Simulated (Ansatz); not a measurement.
Relaxation of a periodic cell of 63 atoms, Si (host Si, host structure diamond, one Si atom removed), cell charge -2, to a largest force component of 0.03 eV/Å in at most 60 steps.

These are results of DFT PBE-D3(BJ), scalar-relativistic, plane waves, PAW in Ansatz 0.2.0, not measurements. Settings: PAW set soft_1, cutoff 420 eV, k mesh 1x1x1, fermi-dirac smearing 0.02 eV, no spin polarisation.

```xyz
63
Lattice="10.8600 0.0000 0.0000 0.0000 10.8600 0.0000 0.0000 0.0000 10.8600" Properties=species:S:1:pos:R:3
Si 5.456 -0.022 -0.012
Si 6.775 1.354 1.330
Si 8.132 2.717 0.035
Si 9.558 4.110 1.346
Si 8.135 0.041 2.704
Si 9.512 1.386 4.068
Si 0.025 -0.055 0.066
Si 1.382 1.390 1.323
Si 2.704 2.701 0.003
Si 4.060 4.032 1.346
Si 5.402 5.489 -0.036
Si 6.745 6.811 1.358
Si 8.123 8.143 0.027
Si 9.522 9.531 1.411
Si 2.727 -0.019 2.732
Si 4.054 1.363 4.060
Si 5.413 2.723 2.682
Si 6.779 4.095 4.077
Si 8.156 5.466 2.699
Si 9.435 6.771 4.051
Si 5.441 0.045 5.442
Si 6.793 1.349 6.712
Si 8.195 2.652 5.438
Si 9.485 4.088 6.797
Si 9.506 1.364 9.456
Si 0.024 5.515 -0.005
Si 1.371 6.712 1.337
Si 2.739 8.134 0.019
Si 4.063 9.454 1.370
Si -0.038 2.650 2.760
Si 1.331 4.091 4.077
Si 2.752 5.455 2.726
Si 4.033 6.845 4.091
Si 5.401 8.075 2.640
Si 6.781 9.553 4.088
Si 0.014 0.021 5.368
Si 1.333 1.314 6.762
Si 2.726 2.724 5.459
Si 4.095 4.096 6.741
Si 5.478 5.480 5.440
Si 6.781 6.752 6.800
Si 8.183 8.181 5.427
Si 9.524 9.502 6.773
Si 2.726 -0.006 8.173
Si 4.033 1.356 9.514
Si 5.402 2.690 8.185
Si 6.776 4.095 9.473
Si 8.148 5.424 8.137
Si 9.524 6.784 9.492
Si -0.017 8.160 2.661
Si 1.357 9.434 4.097
Si 0.021 5.426 5.417
Si 1.392 6.803 6.802
Si 2.672 8.135 5.428
Si 4.132 9.541 6.794
Si 0.016 2.762 8.147
Si 1.381 4.055 9.506
Si 2.716 5.418 8.138
Si 4.058 6.804 9.501
Si 5.399 8.163 8.115
Si 6.805 9.505 9.532
Si -0.023 8.130 8.159
Si 1.371 9.494 9.508
```

Question: Where does it end, and by what steps?

Answer: The run converged. The force dipped under the threshold on the way, but the program's further checks kept it going. Limits of this set-up: coarse k mesh, no spin, though dangling bonds at a vacancy may carry it, charged cell in a uniform background, uncorrected. After 20 steps the energy has fallen by 1.421 eV; Si22 moved furthest, 0.51 Å.

```tsv
step	energy less start (eV)	largest force component (eV/Å)	accepted
0	0.0000	1.302	yes
1	-1.1215	0.419	yes
2	-1.2417	0.091	yes
3	-1.2391	0.087	no
4	-1.2572	0.046	yes
5	-1.2470	0.142	no
6	-1.2675	0.045	yes
7	-1.2782	0.089	yes
8	-1.2959	0.152	yes
9	-1.3276	0.151	yes
10	-1.3020	0.313	no
11	-1.3849	0.138	yes
12	-1.3924	0.154	yes
13	-1.3819	0.215	no
14	-1.4054	0.037	yes
15	-1.4075	0.035	yes
16	-1.4124	0.042	yes
17	-1.4133	0.112	yes
18	-1.4081	0.156	no
19	-1.4205	0.018	yes
20	-1.4208	0.022	yes
```

```xyz
63
Lattice="10.8600 0.0000 0.0000 0.0000 10.8600 0.0000 0.0000 0.0000 10.8600" Properties=species:S:1:pos:R:3
Si 5.626 -0.053 -0.197
Si 6.821 1.340 1.310
Si 8.129 2.764 -0.019
Si 9.528 4.060 1.381
Si 8.141 0.004 2.724
Si 9.493 1.346 4.101
Si -0.172 0.053 -0.159
Si 1.310 1.340 1.311
Si 2.744 2.662 0.003
Si 4.062 4.056 1.368
Si 5.388 5.485 0.037
Si 6.768 6.816 1.416
Si 8.157 8.086 0.004
Si 9.469 9.517 1.325
Si 2.732 0.003 2.695
Si 4.113 1.342 4.115
Si 5.427 2.662 2.685
Si 6.796 4.011 4.033
Si 8.147 5.431 2.728
Si 9.503 6.842 4.060
Si 5.584 0.053 5.595
Si 7.104 1.447 7.110
Si 8.180 2.744 5.470
Si 9.535 4.153 6.754
Si 9.179 1.456 9.184
Si 0.059 5.383 0.012
Si 1.369 6.809 1.368
Si 2.687 8.201 0.007
Si 4.145 9.539 1.284
Si -0.007 2.680 2.729
Si 1.376 4.053 4.052
Si 2.715 5.433 2.713
Si 4.060 6.809 4.059
Si 5.423 8.199 2.740
Si 6.808 9.522 4.118
Si -0.115 -0.051 5.544
Si 1.327 1.345 6.796
Si 2.699 2.682 5.436
Si 4.050 4.058 6.762
Si 5.415 5.383 5.369
Si 6.756 6.726 6.760
Si 8.126 8.135 5.494
Si 9.204 9.498 7.089
Si 2.705 0.004 8.147
Si 4.119 1.340 9.468
Si 5.452 2.761 8.160
Si 6.756 4.145 9.533
Si 8.141 5.436 8.148
Si 9.529 6.726 9.532
Si -0.011 8.183 2.690
Si 1.348 9.508 4.080
Si 0.042 5.487 5.384
Si 1.369 6.838 6.783
Si 2.737 8.183 5.439
Si 4.102 9.517 6.818
Si -0.037 2.746 8.108
Si 1.398 4.012 9.493
Si 2.702 5.430 8.141
Si 4.010 6.818 9.519
Si 5.423 8.085 8.129
Si 7.096 9.354 9.189
Si -0.061 8.131 8.161
Si 1.309 9.523 9.479
```

Whether the end is a true minimum wasn't checked by a vibrational analysis.

The run took 81 s on 4 threads of Arm Neoverse V2 (shared host), peak memory 1 GiB.
